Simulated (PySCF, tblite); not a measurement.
# CH6AsNSi2, a small molecule taken as a stand-in for a surface group (As on Si): NMR shifts, core binding energies and electronic excitations

What NMR shifts, core binding energies and electronic excitations should one expect for `N#C[As]([SiH3])[SiH3]`?

Computed with tblite 0.8.0 and PySCF 2.14.0; each step states its level. No surroundings beyond the atoms listed, unless a continuum is named. Atoms count from 0, parts from 1.

## (1) The system as given

11 atoms, charge 0, multiplicity 1; geometry: distance geometry start.

## (2) Geometry optimisation with GFN2-xTB

The job: settings as JSON, then the geometry in Å.

```
{"job": {"kind": "relax", "xc": "GFN2-xTB", "basis": "xTB"}, "charge": 0, "multiplicity": 1}
Si     0.563266    -2.184659     0.091027
As     0.965737     0.088677    -0.098946
Si     0.072879     1.114561    -1.893720
C      2.705124     0.664830     0.453853
N      3.974765     0.985906     1.096662
H     -0.676768    -2.482701    -0.559405
H      0.512030    -2.571566     1.445633
H      1.608728    -2.907069    -0.574319
H      0.988494     2.102512    -2.409598
H     -0.200833     0.159508    -2.931582
H     -1.141300     1.773175    -1.537693
```

Method: GFN2-xTB geometry optimisation, gas phase.

Started as:

```sh
$ OMP_NUM_THREADS=1 python cluster_run.py task.json out
```

This one command runs all jobs of the session in turn.

Output:

```text
step      E/eV     max force
  0    -374.79748   13.370
  1    -377.59976    3.891
  2    -377.51630   10.625
  3    -377.87854    1.580
  4    -377.99430    1.178
  5    -378.11612    1.419
  6    -378.16426    1.253
  7    -378.26375    1.274
  8    -378.28340    1.011
  9    -378.34300    1.354
 10    -378.36399    1.362
 11    -378.41210    0.846
 12    -378.42724    0.344
 13    -378.45327    0.352
 14    -378.48246    0.406
 15    -378.49514    0.628
 16    -378.49944    0.459
 17    -378.50800    0.285
 18    -378.52535    0.474
 19    -378.54371    0.618
 20    -378.56960    0.565
 21    -378.58394    0.411
 22    -378.59368    0.569
 23    -378.59950    0.470
 24    -378.60468    0.270
 25    -378.60930    0.155
 26    -378.61153    0.098
 27    -378.61251    0.141
 28    -378.61339    0.090
 29    -378.61443    0.108
 30    -378.61534    0.106
 31    -378.61587    0.054
 32    -378.61608    0.064
 33    -378.61618    0.040
 34    -378.61629    0.029
 35    -378.61643    0.035
 36    -378.61657    0.039
 37    -378.61668    0.038
 38    -378.61678    0.028
 39    -378.61687    0.030
 40    -378.61695    0.028
 41    -378.61702    0.033
 42    -378.61710    0.039
 43    -378.61720    0.046
 44    -378.61733    0.051
 45    -378.61747    0.041
 46    -378.61758    0.030
 47    -378.61766    0.030
 48    -378.61777    0.050
 49    -378.61799    0.084
 50    -378.61844    0.129
 51    -378.61928    0.178
 52    -378.62019    0.193
 53    -378.62077    0.134
 54    -378.62125    0.079
 55    -378.62179    0.084
 56    -378.62272    0.122
 57    -378.62409    0.173
 58    -378.62568    0.159
 59    -378.62653    0.161
 60    -378.62829    0.060
 61    -378.62925    0.054
 62    -378.63031    0.082
 63    -378.63084    0.044
 64    -378.63121    0.042
 65    -378.63158    0.059
 66    -378.63186    0.047
 67    -378.63229    0.041
 68    -378.63326    0.042
 69    -378.63410    0.096
 70    -378.63445    0.060
 71    -378.63468    0.085
 72    -378.63509    0.061
 73    -378.63599    0.059
 74    -378.63725    0.101
 75    -378.63880    0.110
 76    -378.63991    0.086
 77    -378.64056    0.050
 78    -378.64114    0.053
 79    -378.64237    0.083
 80    -378.64327    0.137
 81    -378.64355    0.093
 82    -378.64424    0.044
 83    -378.64437    0.044
 84    -378.64448    0.030
 85    -378.64459    0.036
 86    -378.64470    0.044
 87    -378.64488    0.045
 88    -378.64505    0.043
 89    -378.64520    0.050
 90    -378.64534    0.037
 91    -378.64545    0.027
 92    -378.64553    0.023
 93    -378.64561    0.021
 94    -378.64570    0.025
 95    -378.64580    0.027
 96    -378.64592    0.032
 97    -378.64605    0.046
 98    -378.64620    0.047
 99    -378.64633    0.040
100    -378.64642    0.030
101    -378.64645    0.015
102    -378.64648    0.013
103    -378.64651    0.017
104    -378.64657    0.031
105    -378.64666    0.044
106    -378.64678    0.046
107    -378.64689    0.035
108    -378.64697    0.024
109    -378.64706    0.020
110    -378.64720    0.030
111    -378.64738    0.034
112    -378.64755    0.027
113    -378.64764    0.017
114    -378.64769    0.020
115    -378.64776    0.020
116    -378.64784    0.029
117    -378.64795    0.025
118    -378.64808    0.021
119    -378.64816    0.021
120    -378.64821    0.017
121    -378.64826    0.017
122    -378.64832    0.023
123    -378.64844    0.039
124    -378.64864    0.056
125    -378.64888    0.062
126    -378.64904    0.038
127    -378.64914    0.025
128    -378.64919    0.017
129    -378.64922    0.015
130    -378.64927    0.018
131    -378.64934    0.023
132    -378.64942    0.024
133    -378.64949    0.035
134    -378.64957    0.030
135    -378.64964    0.023
136    -378.64974    0.021
137    -378.64984    0.034
138    -378.64989    0.020
139    -378.64997    0.022
140    -378.65002    0.021
141    -378.65006    0.017
142    -378.65009    0.014
143    -378.65016    0.016
144    -378.65020    0.020
145    -378.65026    0.022
146    -378.65028    0.015
147    -378.65030    0.007
```

Wall time 1.5 s (1 thread of Arm Neoverse V2, shared host).

The steps of the relaxation:

```tsv
step	energy from step 0 (eV)	largest force (eV/Å)
0	0.0000	13.3694
6	-3.3668	1.2531
12	-3.6298	0.3434
18	-3.7279	0.4746
24	-3.8072	0.2699
30	-3.8179	0.1062
36	-3.8191	0.0385
42	-3.8196	0.0387
48	-3.8203	0.0501
54	-3.8238	0.0789
60	-3.8308	0.0600
66	-3.8344	0.0471
72	-3.8376	0.0606
78	-3.8437	0.0528
84	-3.8470	0.0301
90	-3.8479	0.0371
96	-3.8484	0.0325
102	-3.8490	0.0135
108	-3.8495	0.0243
114	-3.8502	0.0199
120	-3.8507	0.0168
126	-3.8516	0.0378
132	-3.8519	0.0233
138	-3.8524	0.0200
144	-3.8527	0.0198
147	-3.8528	0.0073
```

Distances of close pairs at the start and the end, largest changes first:

```tsv
bond	before (Å)	after (Å)	change (Å)
C3–N4	1.459	1.150	-0.309
As1–Si2	2.252	2.334	+0.082
Si0–H6	1.410	1.467	+0.058
As1–C3	1.914	1.864	-0.050
Si2–H10	1.426	1.469	+0.042
Si0–H5	1.432	1.468	+0.037
Si0–H7	1.434	1.468	+0.033
Si2–H9	1.437	1.468	+0.031
```

## (3) Optimising the geometry at PBE0-D3(BJ)/def2-SVP

The job: settings as JSON, then the geometry in Å.

```
{"job": {"xc": "PBE0", "basis": "def2-SVP", "d3": "d3bj", "grid": 2, "kind": "geom", "shake": 0.01}, "charge": 0, "multiplicity": 1}
Si    -0.371649    -1.660239     0.782573
As    -0.236981     0.669756     1.074463
Si    -0.554440     1.362717    -1.140353
C      1.661652     0.687217     0.949673
N      2.774933     0.723068     0.925263
H     -1.816951    -1.959633     0.607849
H      0.119375    -2.314585     1.979185
H      0.357248    -2.137219    -0.391829
H     -0.137273     2.776919    -1.237199
H      0.211536     0.575673    -2.109349
H     -1.974762     1.247826    -1.429975
```

Output:

```text
step   0  E = -2910.15377262  max force = 0.133180
step   1  E = -2910.16213545  max force = 0.008701
step   2  E = -2910.16227917  max force = 0.001667
step   3  E = -2910.16229899  max force = 0.000512
step   4  E = -2910.16230264  max force = 0.000460
step   5  E = -2910.16230373  max force = 0.000105
optimisation converged
```

Run time: 44 s. Hardware: 1 thread of Arm Neoverse V2, shared host; peak memory 0.67 GiB.

Relaxation path:

```tsv
step	energy from step 0 (eV)	largest force component (eV/Å)
0	0.0000	6.8484
1	-0.2276	0.4474
2	-0.2315	0.0857
3	-0.2320	0.0263
4	-0.2321	0.0237
5	-0.2321	0.0054
```

Distances of close pairs at the start and the end, largest changes first:

```tsv
bond	before (Å)	after (Å)	change (Å)
C3–N4	1.114	1.162	+0.048
As1–Si2	2.342	2.384	+0.042
Si0–H6	1.450	1.490	+0.041
Si2–H10	1.454	1.493	+0.039
Si0–As1	2.352	2.384	+0.032
Si0–H7	1.462	1.491	+0.029
Si2–H9	1.465	1.491	+0.026
Si2–H8	1.478	1.490	+0.013
```

The end geometry stands in the next job.

```tsv
at the end point	value
point group (found at 0.08 Å tolerance)	Cs
rotational constants (GHz, main isotopes)	1.866, 1.815, 1.278
dipole moment (D)	3.76
```

## (4) Shielding tensors: PBE0/pcSseg-2

The job: settings as JSON, then the geometry in Å.

```
{"job": {"kind": "nmr", "xc": "PBE0", "basis": "pcSseg-2"}, "charge": 0, "multiplicity": 1}
Si    -0.406601    -1.631339     0.743069
As    -0.239806     0.711808     1.148814
Si    -0.546941     1.327326    -1.133652
C      1.660464     0.710996     1.006032
N      2.821334     0.742860     0.970043
H     -1.861279    -1.912178     0.555505
H      0.101923    -2.340524     1.950897
H      0.357681    -2.038716    -0.470680
H     -0.138716     2.752955    -1.280060
H      0.239173     0.455244    -2.052782
H     -2.007936     1.179742    -1.405214
```

With the program's defaults for keys left out, this is: GIAO PBE0/pcSseg-2 NMR shielding, non-relativistic, gas phase.

Output:

```text
coarse grid: 45288 points
cycle   1  E = -2910.7308981843  dE = -7.395e-01  |g| = 9.625e-01  |ddm| = 2.584e+00
cycle   2  E = -2910.5679227022  dE =  1.630e-01  |g| = 1.199e+00  |ddm| = 7.350e-01
cycle   3  E = -2910.7351603066  dE = -1.672e-01  |g| = 5.076e-01  |ddm| = 7.155e-01
cycle   4  E = -2910.7896623964  dE = -5.450e-02  |g| = 1.037e-01  |ddm| = 2.469e-01
cycle   5  E = -2910.7909997472  dE = -1.337e-03  |g| = 1.981e-02  |ddm| = 5.503e-02
cycle   6  E = -2910.7910893069  dE = -8.956e-05  |g| = 4.958e-03  |ddm| = 2.070e-02
cycle   7  E = -2910.7910971309  dE = -7.824e-06  |g| = 1.118e-03  |ddm| = 5.432e-03
final grid: 91360 points
cycle   8  E = -2910.7911178678  dE =  3.833e-07  |g| = 1.772e-03  |ddm| = 2.228e-03
cycle   9  E = -2910.7911152603  dE =  2.608e-06  |g| = 3.876e-03  |ddm| = 2.899e-03
cycle  10  E = -2910.7911185453  dE = -3.285e-06  |g| = 5.188e-04  |ddm| = 1.887e-03
cycle  11  E = -2910.7911186090  dE = -6.361e-08  |g| = 4.018e-05  |ddm| = 3.598e-04
cycle  12  E = -2910.7911186094  dE = -4.252e-10  |g| = 1.140e-05  |ddm| = 3.922e-05
converged SCF energy = -2910.7911186094

GIAO shielding tensors (ppm)
atom      isotropic    diamagn.    paramagn.     s11        s22        s33       span
  0 Si     404.740     879.435    -474.695    361.473    407.713    445.035     83.561
  1 As    1876.630    2880.614   -1003.984   1673.701   1720.749   2235.440    561.739
  2 Si     404.744     879.443    -474.699    361.513    407.676    445.045     83.532
  3 C       58.513     261.325    -202.812    -62.993    -55.678    294.210    357.202
  4 N     -100.851     332.442    -433.293   -310.531   -293.679    301.656    612.187
  5 H       27.058      28.891      -1.833     23.730     24.519     32.925      9.195
  6 H       26.753      28.229      -1.476     22.983     24.641     32.633      9.650
  7 H       26.872      29.574      -2.701     23.262     25.468     31.887      8.625
  8 H       26.752      28.238      -1.486     22.983     24.642     32.632      9.649
  9 H       26.873      29.581      -2.708     23.262     25.468     31.888      8.625
 10 H       27.059      28.896      -1.837     23.731     24.519     32.926      9.195
```

Wall time 40 s (1 thread of Arm Neoverse V2, shared host); peak memory 1.3 GiB.

The references, computed at this level on geometries of the same kind, shield at (ppm): 1H TMS 31.25, 13C TMS 184.1, 29Si TMS 341.3, 15N NH3 261.7, 75As AsH3 1915. Their shielding less the atom's gives the shift. The references are single molecules in the gas phase, so shifts against H2O, NH3, PH3, H3PO4 or CFCl3 are not on the usual liquid scales and can be off by tens of ppm. Shifts against hydride references such as AlH4− lie on their own scale. Atoms listed in one row are averaged.

```tsv
atoms	environment	σ (ppm)	δ (ppm)
C3	carbon bonded to As, N	58.5	125.6
H6, H8	hydrogen on a silicon bonded to As	26.75	4.49
H7, H9	hydrogen on a silicon bonded to As	26.87	4.37
H5, H10	hydrogen on a silicon bonded to As	27.06	4.19
Si0, Si2	silicon bonded to As, 3 H	404.7	-63.5
As1	arsenic bonded to C, 2 Si	1877	38
N4	nitrogen bonded to C	-100.9	362.5
```

Charges from the same density, by scheme (e):

```tsv
atoms	Mulliken	IAO	Hirshfeld	ESP fit
Si0, Si2	0.53	0.41	0.26	0.27
As1	-0.37	0.08	0.10	-0.11
C3	0.05	-0.11	-0.03	0.32
N4	-0.16	-0.23	-0.22	-0.45
```

Mayer bond orders: Si0–As1 0.92, As1–Si2 0.92, As1–C3 0.92, C3–N4 2.94.

## (5) Core holes by ΔSCF: SCAN, X2C

Settings changed since step 4:

```diff
@@ -1,2 +1,2 @@
-{"job": {"kind": "nmr", "xc": "PBE0", "basis": "pcSseg-2"}, "charge": 0, "multiplicity": 1}
+{"job": {"kind": "xps", "holes": 5}, "charge": 0, "multiplicity": 1}
 Si    -0.406601    -1.631339     0.743069
```

With the program's defaults for keys left out, this is: delta-SCF UKS SCAN, pcX-2 on the ionised atom, pcseg-1 elsewhere, spin-free X2C.

Output:

```text
ground state, core basis on atom 0 (Si), 163 functions
  cycle   1  E = -2931.98493186  |g| = 3.54e-01
  cycle   2  E = -2931.79375004  |g| = 9.15e-01
  cycle   3  E = -2932.01322296  |g| = 1.42e-01
  cycle   4  E = -2932.01756291  |g| = 5.09e-02
  cycle   5  E = -2932.01846006  |g| = 1.09e-02
  cycle   6  E = -2932.01850226  |g| = 2.48e-03
  cycle   7  E = -2932.01850567  |g| = 1.26e-03
  cycle   8  E = -2932.01850476  |g| = 2.07e-04
  E(ground) = -2931.94561063 Eh
hole in Si 2p of atom 0
  cycle   1  E = -2927.71902595  |g| = 1.24e+00
  cycle   2  E = -2927.30647875  |g| = 1.27e+00
  cycle   3  E = -2927.90143669  |g| = 4.93e-01
  cycle   4  E = -2928.00673278  |g| = 3.33e-01
  cycle   5  E = -2928.04190238  |g| = 1.71e-01
  cycle   6  E = -2928.05899210  |g| = 1.74e-02
  cycle   7  E = -2928.05919705  |g| = 5.76e-03
  cycle   8  E = -2928.05922060  |g| = 2.71e-03
  cycle   9  E = -2928.05922620  |g| = 6.03e-04
  cycle  10  E = -2928.05922540  |g| = 3.75e-04
  E(ion) = -2927.99680117 Eh   <S^2> = 0.7542   hole on atom = 1.002   binding energy = 107.453 eV
  2p3/2 = 107.220 eV   2p1/2 = 107.844 eV
ground state, core basis on atom 3 (C), 152 functions
  cycle   1  E = -2931.93152377  |g| = 5.91e-02
  cycle   2  E = -2931.93145807  |g| = 2.62e-02
  cycle   3  E = -2931.93116783  |g| = 4.54e-02
  cycle   4  E = -2931.93161673  |g| = 1.18e-02
  cycle   5  E = -2931.93166118  |g| = 1.37e-03
  cycle   6  E = -2931.93165981  |g| = 2.40e-04
  E(ground) = -2931.90228817 Eh
hole in C 1s of atom 3
  cycle   1  E = -2920.64708886  |g| = 1.51e+00
  cycle   2  E = -2916.74561663  |g| = 2.68e+00
  cycle   3  E = -2920.31996152  |g| = 1.16e+00
  cycle   4  E = -2920.86940668  |g| = 8.96e-01
  cycle   5  E = -2921.19286115  |g| = 2.36e-01
  cycle   6  E = -2921.21476315  |g| = 5.86e-02
  cycle   7  E = -2921.21744805  |g| = 1.64e-02
  cycle   8  E = -2921.21774798  |g| = 6.22e-03
  cycle   9  E = -2921.21781682  |g| = 4.16e-03
  cycle  10  E = -2921.21786410  |g| = 2.60e-03
  cycle  11  E = -2921.21788182  |g| = 9.40e-04
  cycle  12  E = -2921.21788341  |g| = 5.38e-04
  cycle  13  E = -2921.21788382  |g| = 2.47e-04
  E(ion) = -2921.18693971 Eh   <S^2> = 0.8142   hole on atom = 1.000   binding energy = 291.579 eV
ground state, core basis on atom 4 (N), 152 functions
  cycle   1  E = -2931.94046443  |g| = 7.42e-02
  cycle   2  E = -2931.93970419  |g| = 6.28e-02
  cycle   3  E = -2931.93891314  |g| = 8.67e-02
  cycle   4  E = -2931.94056107  |g| = 6.16e-03
  cycle   5  E = -2931.94057375  |g| = 8.74e-04
  cycle   6  E = -2931.94057388  |g| = 7.20e-05
  E(ground) = -2931.90807952 Eh
hole in N 1s of atom 4
  cycle   1  E = -2916.34978147  |g| = 1.85e+00
  cycle   2  E = -2913.45220460  |g| = 2.71e+00
  cycle   3  E = -2916.56266768  |g| = 8.26e-01
  cycle   4  E = -2916.82125149  |g| = 6.75e-01
  cycle   5  E = -2917.04977038  |g| = 2.51e-01
  cycle   6  E = -2917.07199516  |g| = 7.85e-02
  cycle   7  E = -2917.07554291  |g| = 1.62e-02
  cycle   8  E = -2917.07581260  |g| = 8.10e-03
  cycle   9  E = -2917.07590365  |g| = 5.35e-03
  cycle  10  E = -2917.07595939  |g| = 1.45e-03
  cycle  11  E = -2917.07596249  |g| = 4.60e-04
  E(ion) = -2917.04327261 Eh   <S^2> = 0.8139   hole on atom = 1.000   binding energy = 404.492 eV
```

Wall time 16 s (1 thread of Arm Neoverse V2, shared host); peak memory 0.49 GiB.

The holes in one table. −ε is the ground-state orbital energy:

```tsv
hole	stands for	environment	ΔSCF (eV; 2p as the shell's mean)	−ε (eV)	⟨S²⟩
Si2p on Si0	Si0, Si2	silicon bonded to As, 3 H	107.43	97.0	0.754
C1s on C3	C3	carbon bonded to As, N	291.58	274.7	0.814
N1s on N4	N4	nitrogen bonded to C	404.49	386.1	0.814
```

Each hole run stands for the others of its class of like atoms.

With the spin-orbit splitting: Si0 2p3/2 107.22, 2p1/2 107.84 eV. The table gives each 2p level as the mean over the whole 2p shell (two parts 2p3/2, one part 2p1/2), which differs a little from the single hole in the log.

## (6) Ultraviolet spectrum: CAM-B3LYP/def2-SVPD

Settings changed since step 5:

```diff
@@ -1,2 +1,2 @@
-{"job": {"kind": "xps", "holes": 5}, "charge": 0, "multiplicity": 1}
+{"job": {"kind": "uv", "xc": "CAM-B3LYP", "basis": "def2-SVPD", "nstates": 6, "ntriplets": 2, "ip": true}, "charge": 0, "multiplicity": 1}
 Si    -0.406601    -1.631339     0.743069
```

With the program's defaults for keys left out, this is: TDDFT CAM-B3LYP/def2-SVPD, vertical, gas phase, core orbitals frozen in the response.

Output:

```text
coarse grid: 45288 points
cycle   1  E = -2910.8059753580  dE = -6.537e-01  |g| = 4.840e-01  |ddm| = 3.950e+00
cycle   2  E = -2910.7165693109  dE =  8.941e-02  |g| = 8.317e-01  |ddm| = 1.338e+00
cycle   3  E = -2910.8668752849  dE = -1.503e-01  |g| = 8.169e-02  |ddm| = 8.670e-01
cycle   4  E = -2910.8682875959  dE = -1.412e-03  |g| = 3.411e-02  |ddm| = 1.423e-01
cycle   5  E = -2910.8685526114  dE = -2.650e-04  |g| = 5.372e-03  |ddm| = 5.101e-02
cycle   6  E = -2910.8685625974  dE = -9.986e-06  |g| = 1.630e-03  |ddm| = 1.390e-02
final grid: 91360 points
cycle   7  E = -2910.8685684839  dE = -5.840e-07  |g| = 1.474e-03  |ddm| = 5.495e-03
cycle   8  E = -2910.8685685706  dE = -8.669e-08  |g| = 1.548e-03  |ddm| = 4.093e-03
cycle   9  E = -2910.8685690245  dE = -4.540e-07  |g| = 2.229e-04  |ddm| = 1.852e-03
cycle  10  E = -2910.8685690358  dE = -1.130e-08  |g| = 8.998e-05  |ddm| = 2.805e-04
cycle  11  E = -2910.8685690379  dE = -2.102e-09  |g| = 2.165e-05  |ddm| = 1.441e-04
cycle  12  E = -2910.8685690382  dE = -2.806e-10  |g| = 1.493e-06  |ddm| = 7.847e-05
converged SCF energy = -2910.8685690382

Static polarisability (au): isotropic 105.331, principal 90.214 111.240 114.540

Singlet excitations
state   eV       nm        f      main configurations
  1   5.9528    208.3   0.03884   H->L 0.59, H->L+2 0.23
  2   6.0316    205.6   0.04109   H->L+1 0.70, H->L+4 0.17
  3   6.2704    197.7   0.04764   H->L+2 0.63, H->L 0.28
  4   6.5659    188.8   0.01027   H->L+3 0.74, H-1->L+1 0.10
  5   6.6256    187.1   0.00287   H->L+4 0.51, H-1->L 0.30
  6   6.8125    182.0   0.13438   H-1->L+3 0.23, H-1->L 0.21, H->L+4 0.16

Triplet excitations (Tamm-Dancoff, eV): 5.1375 5.3153
Vertical ionisation energy (delta-SCF) = 9.7482 eV
```

Wall time 55 s (1 thread of Arm Neoverse V2, shared host); peak memory 0.95 GiB.

The orbitals next to the gap, with their largest atomic shares:

```tsv
orbital	eV	atoms
HOMO−3	-11.49	N4 20 %, C3 19 %, Si2 14 %
HOMO−2	-11.32	N4 36 %, C3 21 %, As1 9 %
HOMO−1	-9.83	As1 30 %, Si0 15 %, Si2 15 %
HOMO	-9.04	As1 51 %, C3 12 %, N4 10 %
LUMO	0.12	As1 30 %, Si0 17 %, Si2 17 %
LUMO+1	0.17	As1 28 %, Si2 18 %, Si0 18 %
LUMO+2	0.40	As1 29 %, Si2 17 %, Si0 17 %
```

With each of the 6 states as a Gaussian band of 0.4 eV half-width at 1/e, the curve within the window shown has maxima at 184 nm (ε 6,300) L/(mol cm). Beyond the last state computed it falls off for lack of states. The curve at chosen wavelengths:

```tsv
nm	ε (L/mol/cm)
174	3215
176	4233
179	5527
181	6067
183	6296
185	6251
188	5876
190	5576
192	5331
195	5133
197	5095
199	5083
201	5048
204	4866
206	4627
208	4293
210	3878
213	3165
215	2671
217	2196
220	1560
222	1204
224	908
226	669
229	407
231	285
```

Ground-state properties from the same run:

```tsv
property	computed
dipole moment (D)	4.14
polarisability (Å³)	15.61
HOMO–LUMO gap (eV)	9.16
−ε(HOMO) (eV)	9.04
```

## (7) Outcome

| quantity | value |
| --- | --- |
| point group | Cs |
| rotational constants (main isotopes) | 1.87, 1.82, 1.28 GHz |
| 13C shifts against TMS (PBE0/pcSseg-2) | 125.6 ppm |
| 1H shifts against TMS (PBE0/pcSseg-2, means over atoms taken as alike) | 4.49, 4.37, 4.19 ppm |
| 29Si shifts against TMS (PBE0/pcSseg-2, means over atoms taken as alike) | -63.5 ppm |
| 75As shifts against AsH3 (PBE0/pcSseg-2) | 38 ppm |
| 15N shifts against NH3 (PBE0/pcSseg-2) | 362.5 ppm |
| Si2p binding energies, SCAN/pcX-2 | Si0 107.43 eV |
| C1s binding energies, SCAN/pcX-2 | C3 291.58 eV |
| N1s binding energies, SCAN/pcX-2 | N4 404.49 eV |
| lowest singlet (CAM-B3LYP/def2-SVPD) | 5.95 eV (208 nm), f = 0.039 |
| brightest single state of those computed | state 6, 6.81 eV, f = 0.134 |
| lowest triplet | 5.14 eV |
| vertical ionisation energy (ΔSCF) | 9.75 eV |

What this shows: The start of the PBE0/def2-SVP relaxation was shaken at random by about 0.01 Å, so part of the energy gained, and of the first lengths quoted, undoes that. Relaxing lowered the energy by 0.232 eV in 5 steps; the close pair that moved most is C3–N4, from 1.114 to 1.162 Å (PBE0/def2-SVP). Hydrogens of an XH3 group are listed apart at this fixed geometry; free rotation makes them one line at their mean. At PBE0/pcSseg-2: The largest span, 612 ppm, is at N4, where the paramagnetic term is -433 ppm. The first singlet state (HOMO→LUMO 0.59, HOMO→LUMO+2 0.23) lies at 5.95 eV and is weak; of the 6 states computed, the strongest absorption comes from state 6 at 6.81 eV (the last computed, so partners may be missing). The lowest triplet lies 0.82 eV below the lowest singlet (triplets in Tamm-Dancoff, singlets in full TDDFT). The orbital energy would give 9.04 eV for ionisation, ΔSCF gives 9.75 eV. Spin-orbit coupling is left out, which matters for shieldings and couplings at and beside the heavy atoms. A capped cluster stands for the solid here, so long-range fields and strain are missing, and bands or shifts of the capping hydrogens have no counterpart in it.
